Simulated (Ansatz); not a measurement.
# Ga3: the cost of one run

The runs use Ansatz 0.2.0, Gaussian basis; cc-pVTZ, core rule «outside noble gas», up to 42 orbitals frozen.

Plan: UHF; CCSD(T) on ROHF; CCSD(T) on UHF; BCCD(T) on ROHF; CCSDT(Q) on ROHF; CCSDT(Q) on UHF; CASSCF and MRCISD+Q, 8 electrons in 12 orbitals; CASSCF and NEVPT2, 8 electrons in 12 orbitals.

5 further runs of the same task are left out: 5 set aside as unsound or not needed. Runs told in other sessions of the task aren't counted.

### Step 1. What is computed

The geometry is a PBE0/def2-TZVP stationary point (not a proven minimum) of the parent state, kept for this charge and spin. No spin-orbit coupling is included. The filled d shell of Ga may be among the frozen orbitals whatever the setting's name suggests.

3 atoms, charge 1, spin multiplicity 5.

Atoms are counted from 1 here; the program's logs count them from 0.

Bond lengths: Ga1–Ga2 2.566 Å, Ga2–Ga3 2.566 Å. Angles: Ga1–Ga2–Ga3 73.6°.

### Step 2. UHF

in.yaml reads:

```yaml
crystal:
  periodic: [false, false, false]
  atoms:
    - {symbol: Ga, position_ang: [0.000000, -0.685100, -1.536400]}
    - {symbol: Ga, position_ang: [0.000000, 1.370200, 0.000000]}
    - {symbol: Ga, position_ang: [0.000000, -0.685100, 1.536400]}
basis:
  gaussian: {orbitals: cc-pVTZ}
total_charge: 1
magnetization: {spin_polarized: true, initial_magnetization: 4}
hamiltonian: {xc: hf}
output: {orbitals: {seedname: orbitals}}
```

Launch:

```
$ ansatz run in.yaml --threads 1 --pin off --events-out ev --progress --plain --max-ram 4096MiB --backend cpu
```

**Question.** How long does this run take on 1 thread of AMD EPYC 7R13, shared host, and how much memory does it need?

About 21 s, with a peak of 0.45 GiB.
